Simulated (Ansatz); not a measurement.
# SiH2I radical: functionals against CCSD(T) at one geometry

An exercise on one series of results from a longer session: the logs are not shown, and one member is left open.

Program: Ansatz 0.2.0, Gaussian basis. Level of theory: single points in def2-TZVPP. These are calculated values, not measurements.

Correlated methods freeze the cores. Filled d shells of the heavier atoms are correlated. Core potentials replace the inner electrons past krypton, and spin-orbit coupling is left out. Orbitals are unrestricted.

## The starting structure

SMILES `[SiH2]I`, 4 atoms, charge 0, spin multiplicity 2.

Atoms are counted from 1 here; the program's logs count them from 0.

Bond lengths: Si1–I2 2.500 Å, Si1–H3 1.459 Å, Si1–H4 1.344 Å. Angles: I2–Si1–H3 100.9°, I2–Si1–H4 113.7°, H3–Si1–H4 128.7°.

Geometry (Å):

```xyz
4
charge 0, multiplicity 2
Si   -0.1944   -0.1410   -0.3740
I     1.8377   -0.4324    1.0527
H    -1.2344   -0.6273    0.5256
H    -0.1805    0.9815   -1.1130
```

The first run:

Contents of run/in.yaml:

```yaml
crystal:
  periodic: [false, false, false]
  atoms:
    - {symbol: Si, position_ang: [-0.194400, -0.141000, -0.374000]}
    - {symbol: I, position_ang: [1.837700, -0.432400, 1.052700]}
    - {symbol: H, position_ang: [-1.234400, -0.627300, 0.525600]}
    - {symbol: H, position_ang: [-0.180500, 0.981500, -1.113000]}
basis:
  gaussian: {orbitals: def2-TZVPP}
magnetization: {spin_polarized: true, initial_magnetization: 1}
correlation: {method: ccsd_t}
scf: {omitted_lower_state_checks: [cluster_reference]}
output: {forces: true}
```

No record of the launch command was kept for these runs.

Among the steps run: CCSD(T)/def2-TZVPP; PBE0-D4/def2-TZVPP; wB97M-V/def2-TZVPP; r2SCAN-D4/def2-TZVPP; PBE-D4/def2-TZVPP; CAM-B3LYP-D4/def2-TZVPP; BHLYP-D4/def2-TZVPP.

One table of the session follows, with a row left open; its other results are not shown here.

```
      method  RMS force component (eV/Å)  angle to CCSD(T) forces (°)  dipole (D)
     CCSD(T)                       1.603                    reference        1.57
     PBE0-D4                       1.628                          1.3        1.57
     wB97M-V                           ?                            ?           ?
   r2SCAN-D4                       1.600                          1.2        1.53
      PBE-D4                       1.629                          3.9        1.36
CAM-B3LYP-D4                       1.576                          0.9        1.69
    BHLYP-D4                       1.557                          2.6        1.77
```

Estimate the missing values for wB97M-V.

The run gave: RMS force component (eV/Å): 1.571; angle to CCSD(T) forces (°): 1.7; dipole (D): 1.69. In the column «RMS force component (eV/Å)» it lies between BHLYP-D4 (1.557) and CAM-B3LYP-D4 (1.576).
